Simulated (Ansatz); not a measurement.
# K2ZnS2: the cost of one run

Method: DFT PBEsol, scalar-relativistic, plane waves, PAW, in Ansatz 0.2.0.

## (1) The structure to begin with

It takes space group Ibam (No. 72, orthorhombic). The conventional cell has a = 6.718 Å, b = 12.635 Å, c = 6.169 Å, α = 90.00°, β = 90.00°, γ = 90.00°. K (site symmetry m) has 6 S at 3.20 to 3.55 Å and 2 Zn at 3.28 Å as nearest neighbours. Around Zn (site symmetry 222) lie 4 S at 2.37 Å. S (site symmetry m) has 2 Zn at 2.37 Å and 5 K at 3.20 to 3.28 Å as nearest neighbours.

As a file:

```cif
data_structure
_symmetry_space_group_name_H-M 'Ibam'
_symmetry_Int_Tables_number 72
_cell_length_a 6.7177
_cell_length_b 12.6349
_cell_length_c 6.1690
_cell_angle_alpha 90.000
_cell_angle_beta 90.000
_cell_angle_gamma 90.000
_cell_volume 523.61
loop_
_atom_site_label
_atom_site_type_symbol
_atom_site_symmetry_multiplicity
_atom_site_Wyckoff_symbol
_atom_site_fract_x
_atom_site_fract_y
_atom_site_fract_z
_atom_site_occupancy
K1 K 8 j 0.16578 0.35477 0.00000 1
Zn1 Zn 4 a 0.00000 0.00000 0.25000 1
S1 S 8 j 0.81179 0.10200 0.50000 1
```

The structure comes from the Materials Project (structure only).

## (2) Self-consistent density

File input.yaml:

```yaml
crystal:
  lattice:
    - [0.0, 0.0, 6.16898228]
    - [6.71768762, 0.0, 0.0]
    - [-3.35884381, 6.31744022, -3.08449114]
  atoms:
    - { symbol: K, position: [0.35477263, 0.52054935, 0.70954526] }
    - { symbol: K, position: [0.64522737, 0.47945065, 0.29045474] }
    - { symbol: K, position: [0.85477262, 0.1889959, 0.70954524] }
    - { symbol: K, position: [0.14522737, 0.8110041, 0.29045475] }
    - { symbol: Zn, position: [0.25, 0.0, 0.0] }
    - { symbol: Zn, position: [0.75, 0.0, 0.0] }
    - { symbol: S, position: [0.60199962, 0.91379057, 0.20399924] }
    - { symbol: S, position: [0.39800038, 0.08620943, 0.79600076] }
    - { symbol: S, position: [0.10199962, 0.29020867, 0.20399924] }
    - { symbol: S, position: [0.89800038, 0.70979133, 0.79600076] }
basis:
  ecutwfc: 500
  fft_grid_basis: typed
kpoints:
  mp_grid: { grid: [6, 6, 6] }
hamiltonian:
  xc: pbesol
  pseudopotentials: { kind: paw }
scf:
  occupations: { method: gaussian, width: 0.05 }
output:
  forces: true
  stress: true
  eigenvalues: true
  bader: true
  write_density: true
  volumetric_format: npy
  elf: true
```

Started as:

```bash
$ ansatz run input.yaml --threads 2 --pin off --max-ram 4096MiB --backend cpu --events-out ev --progress --plain --runs-dir out
```

**Question.** How long does this run take on 2 threads of Arm Neoverse N1, shared host, and how much memory does it need?

About 1.9 min, with a peak of 0.92 GiB.
